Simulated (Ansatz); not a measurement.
**SiHClF2 (SMILES F[SiH](F)Cl) at HF/6-311+G(d,p)**

What is the vertical singlet–triplet gap of SiHClF2 at HF/6-311+G**? 

The calculation is run with Ansatz 0.2.0.

44 further runs of the same task are left out: 44 set aside as unsound or not needed. Runs told in other sessions of the task aren't counted.

### Step 1. The system as given

SiHClF2 has 5 atoms, charge 0, and is taken as a singlet. SMILES: `F[SiH](F)Cl`. The coordinates come from a PBE0-D4/def2-TZVP relaxation.

Bond lengths: F1–Si2 1.577 Å, Si2–F3 1.577 Å, Si2–Cl4 2.018 Å, Si2–H5 1.465 Å. Angles: F1–Si2–F3 107.6°, F1–Si2–Cl4 109.0°, F3–Si2–Cl4 109.0°, F1–Si2–H5 109.8°, F3–Si2–H5 109.8°, Cl4–Si2–H5 111.5°.

### Step 2. The energy at HF/6-311+G(d,p)

The input, molecule.yaml:

```yaml
crystal:
  periodic: [false, false, false]
  atoms:
    - symbol: F
      position_ang: [-0.339600, -0.621400, 1.420100]
    - symbol: Si
      position_ang: [0.095900, -0.000200, 0.037800]
    - symbol: F
      position_ang: [-0.033500, 1.566800, 0.156500]
    - symbol: Cl
      position_ang: [-1.157500, -0.656000, -1.401500]
    - symbol: H
      position_ang: [1.484600, -0.363000, -0.254200]
basis:
  gaussian:
    orbitals: 6-311+G_st__st_-spherical.json
hamiltonian:
  xc: hf
accuracy: high
output: {orbitals: {seedname: orbitals}}
```

The basis set 6-311+G** is read from a file made from the Basis Set Exchange's data (not shown).

Started as:

```console
$ ansatz run molecule.yaml --threads 1 --pin off --max-ram 3480MiB --events-out events.jsonl --progress --plain --runs-dir runs
```

Output:

```text
Warning: RAYON_NUM_THREADS=1 ignored (pool sized by the plan → 1); use --threads N
Functional definition: HF
  name "HF"
  exchange = exact_x
  correlation = 0
1916 factors; integrals over basis functions are off by at most 4.4e-9 eV
mean field evaluation 1: about -25797.9486 eV, gradient 3.7e1 eV
mean field evaluation 2: about -25798.0119 eV, gradient 3.7e1 eV
mean field evaluation 4: about -25800.3228 eV, gradient 2.0e0 eV
mean field evaluation 8: about -25800.3438 eV, gradient 1.4e-1 eV
mean field evaluation 16: about -25800.3439 eV, gradient 1.2e-8 eV
mean field -25800.34385794 eV, -948.1451486781 hartree, gradient 1.2e-8 eV, S^2 0.000000; 0 other end points of the search recorded, 0 dependent functions left out
reference -25800.34385794 eV, -948.1451486781 hartree; 25, 25 occupied and 85, 85 virtual orbitals, 1916 factors
Total energy: -25800.34385794 eV, -948.1451486781 hartree
```

Run time: 3.3 s. Hardware: 1 thread of Arm Neoverse V1, shared host; peak memory 0.27 GiB.

### Step 3. The triplet, same level

The input, job.yaml:

```yaml
crystal:
  periodic: [false, false, false]
  atoms:
    - {symbol: F, position_ang: [-0.339600, -0.621400, 1.420100]}
    - {symbol: Si, position_ang: [0.095900, -0.000200, 0.037800]}
    - {symbol: F, position_ang: [-0.033500, 1.566800, 0.156500]}
    - {symbol: Cl, position_ang: [-1.157500, -0.656000, -1.401500]}
    - {symbol: H, position_ang: [1.484600, -0.363000, -0.254200]}
basis:
  gaussian:
    orbitals: 6-311+G_st__st_-spherical.json
total_charge: 0
magnetization:
  spin_polarized: true
  initial_magnetization: 2
hamiltonian:
  xc: hf
accuracy: high
output: {orbitals: {seedname: orbitals}}
```

The basis set 6-311+G** is read from a file made from the Basis Set Exchange's data (not shown).

Started as:

```console
$ ansatz run job.yaml --threads 1 --pin off --max-ram 3480MiB --events-out events.jsonl --progress --plain --runs-dir runs
```

Output, shortened:

```text
Warning: RAYON_NUM_THREADS=1 ignored (pool sized by the plan → 1); use --threads N
[... 2 set-up lines as earlier in the session ...]
[...]
1916 factors; integrals over basis functions are off by at most 4.4e-9 eV
[...]
mean field -25791.63738755 eV, -947.8251917926 hartree, gradient 3.0e-8 eV, S^2 2.009248; 3 other end points of the search recorded, 0 dependent functions left out
reference -25791.63738755 eV, -947.8251917926 hartree; 26, 24 occupied and 84, 86 virtual orbitals, 1916 factors
Total energy: -25791.63738755 eV, -947.8251917926 hartree
```

It took 27 s on 1 thread of Arm Neoverse V1, shared host; peak memory 0.39 GiB.

### Step 4. What came out

At HF/6-311+G**:

```
                                        quantity          value
                           singlet: total energy  -948.14515 Eh
                            singlet: HOMO energy      -13.53 eV
                            singlet: LUMO energy        1.61 eV
                          singlet: HOMO–LUMO gap       15.14 eV
                           triplet: total energy  -947.82519 Eh
     triplet: HOMO energy (highest over α and β)       -3.51 eV
                                   triplet: ⟨S²⟩          2.009
vertical energy of the triplet above the singlet       8.706 eV
```

What this shows: At this shape the triplet lies 8.71 eV (840 kJ/mol) above the singlet.
